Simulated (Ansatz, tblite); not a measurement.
# C42H30: charged states by level of theory

Aim: the energy of removing and adding an electron for C42H30, by energy differences, and how well orbital energies stand in for it.

Program: Ansatz 0.2.0, Gaussian basis. Level of theory: as each input shows. These are calculated values, not measurements.

Levels to be run: charge +1 doublet, at the geometry of the singlet (PBE0-D4/def2-SVP, PBE-D4/def2-SVP, PBE-QIDH/def2-SVP); charge -1 doublet, at the geometry of the singlet (PBE0-D4/def2-SVP, PBE-D4/def2-SVP, PBE-QIDH/def2-SVP); the starting singlet's energies come from earlier runs.

### Step 1. The structure

The geometry is that of the singlet, from an earlier relaxation (PBE-D4/def2-SVP).

SMILES `c1ccc(-c2ccc(-c3ccc(-c4ccc(-c5ccc(-c6ccc(-c7ccccc7)cc6)cc5)cc4)cc3)cc2)cc1`, 72 atoms, charge 0, spin multiplicity 1.

Atoms are counted from 1 here; the program's logs count them from 0.

Bond lengths: C1–C2 1.405 Å, C1–C42 1.405 Å, C1–H43 1.101 Å, C2–C3 1.401 Å, C2–H44 1.101 Å, C3–C4 1.415 Å, C3–H45 1.101 Å, C4–C5 1.483 Å, C4–C41 1.415 Å, C5–C6 1.414 Å, C5–C40 1.414 Å, C6–C7 1.398 Å, C6–H46 1.101 Å, C7–C8 1.414 Å, C7–H47 1.101 Å, C8–C9 1.480 Å, C8–C39 1.414 Å, C9–C10 1.414 Å and more. Angles: C2–C1–C42 119.5°, C2–C1–H43 120.3°, C42–C1–H43 120.3°, C1–C2–C3 120.2°, C1–C2–H44 120.2°, C3–C2–H44 119.6°, C2–C3–C4 121.0°, C2–C3–H45 119.6°, C4–C3–H45 119.5°, C3–C4–C5 121.0°, C3–C4–C41 118.1°, C5–C4–C41 121.0°, C4–C5–C6 121.2°, C4–C5–C40 121.3°, C6–C5–C40 117.5°, C5–C6–C7 121.3°, C5–C6–H46 119.5°, C7–C6–H46 119.2° and more.

### Step 2. Charge +1 doublet at the fixed geometry, PBE0-D4/def2-SVP

Input file in.yaml:

```yaml
crystal:
  periodic: [false, false, false]
  atoms:
    - {symbol: C, position_ang: [-14.419877, -0.351352, 0.785494]}
    - {symbol: C, position_ang: [-13.681048, -1.545893, 0.800759]}
    - {symbol: C, position_ang: [-12.282319, -1.511644, 0.724928]}
    - {symbol: C, position_ang: [-11.588140, -0.282507, 0.631417]}
    - {symbol: C, position_ang: [-10.108042, -0.246532, 0.550971]}
    - {symbol: C, position_ang: [-9.439115, 0.727484, -0.225630]}
    - {symbol: C, position_ang: [-8.043978, 0.759975, -0.303608]}
    - {symbol: C, position_ang: [-7.248081, -0.177008, 0.395377]}
    - {symbol: C, position_ang: [-5.770232, -0.141159, 0.314837]}
    - {symbol: C, position_ang: [-5.108457, 0.252746, -0.870941]}
    - {symbol: C, position_ang: [-3.713668, 0.284620, -0.947369]}
    - {symbol: C, position_ang: [-2.907601, -0.071634, 0.158705]}
    - {symbol: C, position_ang: [-1.429621, -0.035635, 0.078135]}
    - {symbol: C, position_ang: [-0.760876, 0.885933, -0.760593]}
    - {symbol: C, position_ang: [0.633812, 0.918442, -0.838925]}
    - {symbol: C, position_ang: [1.432298, 0.034202, -0.077859]}
    - {symbol: C, position_ang: [2.910055, 0.070235, -0.158456]}
    - {symbol: C, position_ang: [3.712693, -0.188678, 0.976284]}
    - {symbol: C, position_ang: [5.107678, -0.151121, 0.900947]}
    - {symbol: C, position_ang: [5.768747, 0.140112, -0.314400]}
    - {symbol: C, position_ang: [7.246813, 0.176460, -0.394981]}
    - {symbol: C, position_ang: [8.029168, 0.644239, 0.685792]}
    - {symbol: C, position_ang: [9.424227, 0.680000, 0.608863]}
    - {symbol: C, position_ang: [10.107123, 0.247053, -0.550936]}
    - {symbol: C, position_ang: [11.587244, 0.283649, -0.631689]}
    - {symbol: C, position_ang: [12.243493, 0.545025, -1.857529]}
    - {symbol: C, position_ang: [13.642121, 0.579118, -1.934267]}
    - {symbol: C, position_ang: [14.419398, 0.353732, -0.786246]}
    - {symbol: C, position_ang: [13.783657, 0.093273, 0.438892]}
    - {symbol: C, position_ang: [12.385007, 0.058066, 0.514770]}
    - {symbol: C, position_ang: [9.324364, -0.222112, -1.630789]}
    - {symbol: C, position_ang: [7.929146, -0.255255, -1.555585]}
    - {symbol: C, position_ang: [4.966076, 0.395723, -1.449884]}
    - {symbol: C, position_ang: [3.571015, 0.364722, -1.373072]}
    - {symbol: C, position_ang: [0.765147, -0.885891, 0.762976]}
    - {symbol: C, position_ang: [-0.629719, -0.921355, 0.836836]}
    - {symbol: C, position_ang: [-3.570487, -0.463591, 1.344885]}
    - {symbol: C, position_ang: [-4.965223, -0.499450, 1.420625]}
    - {symbol: C, position_ang: [-7.917178, -1.149721, 1.173892]}
    - {symbol: C, position_ang: [-9.312454, -1.184814, 1.248122]}
    - {symbol: C, position_ang: [-12.347084, 0.911324, 0.616748]}
    - {symbol: C, position_ang: [-13.745790, 0.877552, 0.693107]}
    - {symbol: H, position_ang: [-15.518576, -0.378037, 0.844952]}
    - {symbol: H, position_ang: [-14.198926, -2.515929, 0.862368]}
    - {symbol: H, position_ang: [-11.716032, -2.455718, 0.709259]}
    - {symbol: H, position_ang: [-10.026697, 1.463462, -0.795765]}
    - {symbol: H, position_ang: [-7.557056, 1.542368, -0.905914]}
    - {symbol: H, position_ang: [-5.701284, 0.502374, -1.763905]}
    - {symbol: H, position_ang: [-3.236345, 0.557144, -1.900586]}
    - {symbol: H, position_ang: [-1.346330, 1.618269, -1.336376]}
    - {symbol: H, position_ang: [1.119731, 1.673093, -1.475698]}
    - {symbol: H, position_ang: [3.230420, -0.404641, 1.941776]}
    - {symbol: H, position_ang: [5.702125, -0.371555, 1.800605]}
    - {symbol: H, position_ang: [7.529986, 1.024023, 1.590176]}
    - {symbol: H, position_ang: [9.998482, 1.088318, 1.454264]}
    - {symbol: H, position_ang: [11.645459, 0.751963, -2.758486]}
    - {symbol: H, position_ang: [14.128887, 0.793848, -2.898724]}
    - {symbol: H, position_ang: [15.518062, 0.380873, -0.846188]}
    - {symbol: H, position_ang: [14.382386, -0.094614, 1.344113]}
    - {symbol: H, position_ang: [11.899398, -0.175417, 1.474893]}
    - {symbol: H, position_ang: [9.822733, -0.604012, -2.534652]}
    - {symbol: H, position_ang: [7.353939, -0.661454, -2.401440]}
    - {symbol: H, position_ang: [5.447768, 0.642596, -2.408202]}
    - {symbol: H, position_ang: [2.976664, 0.554217, -2.279843]}
    - {symbol: H, position_ang: [1.353509, -1.614386, 1.341107]}
    - {symbol: H, position_ang: [-1.112824, -1.679753, 1.470924]}
    - {symbol: H, position_ang: [-2.979748, -0.710429, 2.239778]}
    - {symbol: H, position_ang: [-5.444651, -0.774917, 2.372149]}
    - {symbol: H, position_ang: [-7.330470, -1.906263, 1.717369]}
    - {symbol: H, position_ang: [-9.798415, -1.946627, 1.876965]}
    - {symbol: H, position_ang: [-11.828828, 1.881750, 0.573473]}
    - {symbol: H, position_ang: [-14.313658, 1.821142, 0.691018]}
basis:
  gaussian: {orbitals: def2-SVP, fitting: {mean_field: def2-universal-jkfit}}
total_charge: 1
magnetization: {spin_polarized: true, initial_magnetization: 1}
hamiltonian: {xc: pbe0, dispersion: d4}
scf: {omitted_lower_state_checks: [starts]}
output: {orbitals: {seedname: orbitals}}
```

On the command line:

```bash
> ansatz run in.yaml --threads 2 --pin off --events-out ev --progress --plain --max-ram 32768MiB --backend cuda --devices 0, --max-vram 18GiB
```

Standard output:

```text
Functional definition: PBE0
  name "PBE0"
  cite "Adamo & Barone, J. Chem. Phys. 110, 6158 (1999) doi:10.1063/1.478522"
  cite "Perdew, Burke & Ernzerhof, Phys. Rev. Lett. 77, 3865 (1996) doi:10.1103/PhysRevLett.77.3865"
  parent pbe
  parameter a = 0.25
  parameter kappa = 0.804
  parameter beta = 0.06672455060314922
  exchange = (1 - a)*pbe_x(kappa = kappa, mu = beta*pi^2/3) + a*exact_x
  correlation = pbe_c(beta = beta)
these checks for a lower state are left out or cut short: starts
3690 factors; integrals over basis functions are off by at most 2.2e-1 eV
mean field evaluation 1: about -43922.7849 eV, gradient 7.4e1 eV
mean field evaluation 2: about -43929.6315 eV, gradient 6.8e1 eV
mean field evaluation 4: about -43953.6626 eV, gradient 7.6e0 eV
mean field evaluation 8: about -43954.2045 eV, gradient 4.4e-1 eV
mean field evaluation 16: about -43954.1761 eV, gradient 9.7e-3 eV
mean field -43954.17613284 eV, -1615.2861796711 hartree, gradient 7.0e-5 eV, S^2 0.756900; 0 other end points of the search recorded, 0 dependent functions left out
reference -43954.17622171 eV, -1615.2861829372 hartree; 141, 140 occupied and 597, 598 virtual orbitals, 3690 factors
Total energy: -43956.64291771 eV, -1615.3768323431 hartree
Checks for a lower state left out: starts
```

Run time: 48 s. Hardware: 1 × H100 (card shared with other runs) with 2 threads of AMD EPYC 7R13, shared host; peak host memory 1.4 GiB.

HOMO -8.21 eV, LUMO -7.62 eV (over both spins); ⟨S²⟩ 0.757 (pure: 0.75).

### Step 3. Charge +1 doublet at the fixed geometry, PBE-D4/def2-SVP

start.molden holds the orbitals of an earlier run on this state, given as this run's starting guess.

Changes to in.yaml since step 2:

```diff
@@ -76,6 +76,6 @@
 basis:
-  gaussian: {orbitals: def2-SVP, fitting: {mean_field: def2-universal-jkfit}}
+  gaussian: {orbitals: def2-SVP, fitting: {mean_field: def2-universal-jkfit}, initial_orbitals: start.molden}
 total_charge: 1
 magnetization: {spin_polarized: true, initial_magnetization: 1}
-hamiltonian: {xc: pbe0, dispersion: d4}
+hamiltonian: {xc: pbe, dispersion: d4}
 scf: {omitted_lower_state_checks: [starts]}
```

Launched as before.

Standard output:

```text
Functional definition: PBE
  name "PBE"
  cite "Perdew, Burke & Ernzerhof, Phys. Rev. Lett. 77, 3865 (1996) doi:10.1103/PhysRevLett.77.3865"
  parent pbe
  parameter kappa = 0.804
  parameter beta = 0.06672455060314922
  exchange = pbe_x(kappa = kappa, mu = beta*pi^2/3)
  correlation = pbe_c(beta = beta)
these checks for a lower state are left out or cut short: starts
3690 factors; integrals over basis functions are off by at most 2.2e-1 eV
mean field evaluation 1: about -43949.7618 eV, gradient 1.1e1 eV
mean field evaluation 2: about -43950.2623 eV, gradient 4.5e-1 eV
mean field evaluation 4: about -43950.2309 eV, gradient 2.6e-2 eV
mean field evaluation 8: about -43950.2309 eV, gradient 1.8e-5 eV
mean field -43950.23092896 eV, -1615.1411961027 hartree, gradient 1.8e-5 eV, S^2 0.750837; 0 other end points of the search recorded, 0 dependent functions left out
reference -43950.23103814 eV, -1615.1412001150 hartree; 141, 140 occupied and 597, 598 virtual orbitals, 3690 factors
Total energy: -43953.09990612 eV, -1615.2466290686 hartree
Checks for a lower state left out: starts
```

Run time: 62 s. Hardware: 1 × H100 (card shared with other runs) with 2 threads of AMD EPYC 7R13, shared host; peak host memory 1.3 GiB.

From the report: HOMO -7.63 eV, LUMO -7.51 eV (over both spins); ⟨S²⟩ 0.751 (pure: 0.75).

### Step 4. Charge +1 doublet at the fixed geometry, PBE-QIDH/def2-SVP

Changes to in.yaml since step 3:

```diff
@@ -79,4 +79,3 @@
 magnetization: {spin_polarized: true, initial_magnetization: 1}
-hamiltonian: {xc: pbe, dispersion: d4}
+hamiltonian: {xc: {name: PBE-QIDH}}
 scf: {omitted_lower_state_checks: [starts]}
-output: {orbitals: {seedname: orbitals}}
```

Launched as before.

Standard output (excerpt; [...] marks lines left out):

```text
Functional definition: PBE-QIDH
  name "PBE-QIDH"
  cite "Brémond, Sancho-García, Pérez-Jiménez & Adamo, J. Chem. Phys. 141, 031101 (2014) doi:10.1063/1.4890314"
  cite "Perdew, Burke & Ernzerhof, Phys. Rev. Lett. 77, 3865 (1996) doi:10.1103/PhysRevLett.77.3865"
[...]
3690 factors; integrals over basis functions are off by at most 2.2e-1 eV
[...]
mean field -43878.54203235 eV, -1612.5066777449 hartree, gradient 2.3e-6 eV, S^2 1.058515; 0 other end points of the search recorded, 0 dependent functions left out
42 core orbitals not correlated: weight in the atoms' cores, before any rotation towards them, 1.000 or more for the frozen orbitals, at most 0.000 for the correlated occupied ones
reference -43878.54206959 eV, -1612.5066791133 hartree; 99, 98 occupied and 597, 598 virtual orbitals, 3690 factors
second order -168.08219895 eV of doubles, -0.00000000 eV of singles
Total energy: -43934.56946924 eV, -1614.5656480737 hartree
Checks for a lower state left out: starts
```

Wall time 73 s (1 × H100 (card shared with other runs) with 2 threads of AMD EPYC 7R13, shared host); peak host memory 3.8 GiB.

From the report: ⟨S²⟩ 1.059 (pure: 0.75). Doubts: spin contamination.

### Step 5. Vertical ionisation energy

Charged state less starting state, singlet to doublet; the starting state's energies are those of its earlier runs.

```
             level  vertical ionisation energy (eV)  time
   PBE-D4/def2-SVP                            +6.38  74 s
  PBE0-D4/def2-SVP                            +6.82  61 s
PBE-QIDH/def2-SVP†                            +7.41  91 s
```

Times add the two runs; a level without a time comes out of a correlated run. † marks a level with a doubtful state (flagged, unstable, out of aufbau order, or strongly spin-contaminated); such levels are left out of the summary.

Beside −ε(HOMO) of the starting state:

```
           level  −ε(HOMO) (eV)  by difference (eV)  mismatch (eV)
 PBE-D4/def2-SVP           5.09                6.38          -1.28
PBE0-D4/def2-SVP           5.90                6.82          -0.92
```

### Step 6. Charge -1 doublet at the fixed geometry, PBE0-D4/def2-SVP

Changes to in.yaml since step 4:

```diff
@@ -76,6 +76,7 @@
 basis:
-  gaussian: {orbitals: def2-SVP, fitting: {mean_field: def2-universal-jkfit}, initial_orbitals: start.molden}
-total_charge: 1
+  gaussian: {orbitals: def2-SVP, fitting: {mean_field: def2-universal-jkfit}}
+total_charge: -1
 magnetization: {spin_polarized: true, initial_magnetization: 1}
-hamiltonian: {xc: {name: PBE-QIDH}}
+hamiltonian: {xc: pbe0, dispersion: d4}
 scf: {omitted_lower_state_checks: [starts]}
+output: {orbitals: {seedname: orbitals}}
```

The command is unchanged.

Standard output (excerpt; [...] marks lines left out):

```text
Functional definition: PBE0
  name "PBE0"
  cite "Adamo & Barone, J. Chem. Phys. 110, 6158 (1999) doi:10.1063/1.478522"
  cite "Perdew, Burke & Ernzerhof, Phys. Rev. Lett. 77, 3865 (1996) doi:10.1103/PhysRevLett.77.3865"
  parent pbe
[...]
3690 factors; integrals over basis functions are off by at most 2.2e-1 eV
[...]
mean field -43961.82992773 eV, -1615.5674514457 hartree, gradient 4.3e-5 eV, S^2 0.756405; 0 other end points of the search recorded, 0 dependent functions left out
reference -43961.83000890 eV, -1615.5674544286 hartree; 142, 141 occupied and 596, 597 virtual orbitals, 3690 factors
Total energy: -43964.39403395 eV, -1615.6616806110 hartree
Checks for a lower state left out: starts
```

Run time: 43 s. Hardware: 1 × H100 (card shared with other runs) with 2 threads of AMD EPYC 7R13, shared host; peak host memory 1.4 GiB.

HOMO -0.04 eV, LUMO 0.60 eV (over both spins); ⟨S²⟩ 0.756 (pure: 0.75).

### Step 7. Charge -1 doublet at the fixed geometry, PBE-D4/def2-SVP

Changes to in.yaml since step 6:

```diff
@@ -76,6 +76,6 @@
 basis:
-  gaussian: {orbitals: def2-SVP, fitting: {mean_field: def2-universal-jkfit}}
+  gaussian: {orbitals: def2-SVP, fitting: {mean_field: def2-universal-jkfit}, initial_orbitals: start.molden}
 total_charge: -1
 magnetization: {spin_polarized: true, initial_magnetization: 1}
-hamiltonian: {xc: pbe0, dispersion: d4}
+hamiltonian: {xc: pbe, dispersion: d4}
 scf: {omitted_lower_state_checks: [starts]}
```

Launched as before.

Standard output:

```text
Functional definition: PBE
  name "PBE"
  cite "Perdew, Burke & Ernzerhof, Phys. Rev. Lett. 77, 3865 (1996) doi:10.1103/PhysRevLett.77.3865"
  parent pbe
  parameter kappa = 0.804
  parameter beta = 0.06672455060314922
  exchange = pbe_x(kappa = kappa, mu = beta*pi^2/3)
  correlation = pbe_c(beta = beta)
these checks for a lower state are left out or cut short: starts
3690 factors; integrals over basis functions are off by at most 2.2e-1 eV
mean field evaluation 1: about -43957.2838 eV, gradient 1.1e1 eV
mean field evaluation 2: about -43957.7879 eV, gradient 4.6e-1 eV
mean field evaluation 4: about -43957.7570 eV, gradient 2.5e-2 eV
mean field evaluation 8: about -43957.7570 eV, gradient 1.7e-5 eV
mean field -43957.75696259 eV, -1615.4177727373 hartree, gradient 1.7e-5 eV, S^2 0.750812; 0 other end points of the search recorded, 0 dependent functions left out
reference -43957.75706636 eV, -1615.4177765507 hartree; 142, 141 occupied and 596, 597 virtual orbitals, 3690 factors
Total energy: -43960.73880774 eV, -1615.5273535256 hartree
Checks for a lower state left out: starts
```

Run time: 46 s. Hardware: 1 × H100 (card shared with other runs) with 2 threads of AMD EPYC 7R13, shared host; peak host memory 1.3 GiB.

From the report: HOMO -0.03 eV, LUMO 0.10 eV (over both spins); ⟨S²⟩ 0.751 (pure: 0.75).

### Step 8. Charge -1 doublet at the fixed geometry, PBE-QIDH/def2-SVP

Changes to in.yaml since step 7:

```diff
@@ -79,4 +79,3 @@
 magnetization: {spin_polarized: true, initial_magnetization: 1}
-hamiltonian: {xc: pbe, dispersion: d4}
+hamiltonian: {xc: {name: PBE-QIDH}}
 scf: {omitted_lower_state_checks: [starts]}
-output: {orbitals: {seedname: orbitals}}
```

Launched as before.

Standard output (excerpt; [...] marks lines left out):

```text
Functional definition: PBE-QIDH
  name "PBE-QIDH"
  cite "Brémond, Sancho-García, Pérez-Jiménez & Adamo, J. Chem. Phys. 141, 031101 (2014) doi:10.1063/1.4890314"
  cite "Perdew, Burke & Ernzerhof, Phys. Rev. Lett. 77, 3865 (1996) doi:10.1103/PhysRevLett.77.3865"
[...]
3690 factors; integrals over basis functions are off by at most 2.2e-1 eV
[...]
mean field -43885.64583252 eV, -1612.7677375860 hartree, gradient 3.0e-6 eV, S^2 0.989320; 0 other end points of the search recorded, 0 dependent functions left out
42 core orbitals not correlated: weight in the atoms' cores, before any rotation towards them, 1.000 or more for the frozen orbitals, at most 0.000 for the correlated occupied ones
reference -43885.64586911 eV, -1612.7677389307 hartree; 100, 99 occupied and 596, 597 virtual orbitals, 3690 factors
second order -169.92893888 eV of doubles, -0.00000000 eV of singles
Total energy: -43942.28884874 eV, -1614.8493300379 hartree
Checks for a lower state left out: starts
```

Wall time 76 s (1 × H100 (card shared with other runs) with 2 threads of AMD EPYC 7R13, shared host); peak host memory 3.8 GiB.

Report: ⟨S²⟩ 0.989 (pure: 0.75). Doubts: spin contamination.

### Step 9. Vertical electron affinity

Starting state less charged state (positive: the electron is bound), singlet to doublet; the starting state's energies are those of its earlier runs.

```
             level  vertical electron affinity (eV)  time
   PBE-D4/def2-SVP                            +1.26  58 s
  PBE0-D4/def2-SVP                            +0.93  56 s
PBE-QIDH/def2-SVP†                            +0.31  94 s
```

Times add the two runs; a level without a time comes out of a correlated run. † marks a level with a doubtful state (flagged, unstable, out of aufbau order, or strongly spin-contaminated); such levels are left out of the summary.

Beside −ε(LUMO) of the starting state:

```
           level  −ε(LUMO) (eV)  by difference (eV)  mismatch (eV)
 PBE-D4/def2-SVP           2.42                1.26          +1.16
PBE0-D4/def2-SVP           1.75                0.93          +0.82
```

### Step 10. What came out

```
                                           quantity                               value
vertical ionisation energy, functionals in def2-SVP  6.38 (PBE-D4) to 6.82 eV (PBE0-D4)
vertical electron affinity, functionals in def2-SVP  0.93 (PBE0-D4) to 1.26 eV (PBE-D4)
```

**Reading.** The vertical ionisation energy spans 6.38 to 6.82 eV over the functionals. −ε(HOMO) misses the level's own difference by -0.92 eV at best (PBE0-D4) and -1.28 eV at worst (PBE-D4). The vertical electron affinity spans 0.93 to 1.26 eV over the functionals. −ε(LUMO) misses the level's own difference by +0.82 eV at best (PBE0-D4) and +1.16 eV at worst (PBE-D4).
